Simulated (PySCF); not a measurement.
# [NdBr2]+: other functionals and bases at one geometry

One table from this session's results is given with a row withheld; the runs are named, their logs left out.

Computed with PySCF 2.14.0. Level: several levels, as the steps say, no spin–orbit coupling.

1 further run of the same task is left out (for a known fault of the program).

## Where the work starts

3 atoms, charge 1, spin multiplicity 1.

Bond lengths: Nd1–Br2 2.577 Å, Nd1–Br3 2.577 Å. Angles: Br2–Nd1–Br3 107.5°.

As a file:

```xyz
3
charge 1, multiplicity 1
Nd    0.00000    0.00000   -0.85456
Br    2.07776    0.00000    0.67016
Br   -2.07776    0.00000    0.67016
```

Formal oxidation states: Nd +3. Each metal's 3 4f electrons lie in its core potential, so multiplicities, spins and levels count the valence alone. An earlier session relaxed this geometry at PBE0, Nd lcecp-1-SVP with ECP49, Br def2-SVP (singlet, point group C2v).

At PBE0 on the finer grid: E = -5180.916949 Eh, HOMO -12.81 eV, LUMO -7.69 eV, Mulliken charge on Nd1 +1.26 e, largest force component 0.024 eV/Å. 

Levels to run: TPSS; BP86; PBE0, TZVP. Hardware: 2 threads of Arm Neoverse V2, shared host.

The first run:

The input, run.py (the lines that set the calculation):

```python
mol = gto.M(atom='''
Nd     0.00000     0.00000    -0.85456
Br     2.07776     0.00000     0.67016
Br    -2.07776     0.00000     0.67016''',
    basis={'Nd': 'lcecp-1-SVP', 'Br': 'def2-SVP'},
    ecp={'Nd': 'lcecp-1-SVP'},
    charge=1, spin=0)
mf = dft.RKS(mol, xc='TPSS')
mf.grids.atom_grid = (75, 302)  # f atoms: unpruned, at least (60, 302)
mf = mf.density_fit()  # fitting sets: Nd AutoAux, Br def2-universal-JKFIT
mf.conv_tol = 1e-08; mf.max_cycle = 55
mf.kernel(dm0)  # dm0: the density of the relaxed state
```

Launch:

```
> OMP_NUM_THREADS=2 python run.py
```

Steps of the session up to this table: TPSS; BP86; PBE0, TZVP.

One of the session's tables, all rows but one given; the rest of the session is left out.

```
              level  HOMO (eV)  gap (eV)  charge on Nd1 (e)  dipole (D)  largest force component (eV/Å)
PBE0 (relaxed here)     -12.81      5.13               1.26        7.70                            0.02
               TPSS          ?         ?                  ?           ?                               ?
               BP86     -11.75      3.42               1.13        7.11                            0.32
         PBE0, TZVP     -12.76      5.18               1.56        7.63                            0.07
```

**Question.** Estimate the row for TPSS.

The run gave: HOMO (eV): -11.73; gap (eV): 3.52; charge on Nd1 (e): 1.23; dipole (D): 7.41; largest force component (eV/Å): 0.39. In the column «HOMO (eV)» it is the highest.

The dipole of a charged species depends on the origin, so these sizes hold for this origin alone.

In one basis the HOMO–LUMO gap runs from 3.42 eV (BP86) to 5.13 eV (PBE0). The largest leftover force, 0.39 eV/Å with TPSS, stands at a geometry relaxed at another level. With 4f in the core, its levels are missing from HOMO and gap, and its count is fixed, so no charge can pass from the ligands into it. Total energies of different levels can't be compared.
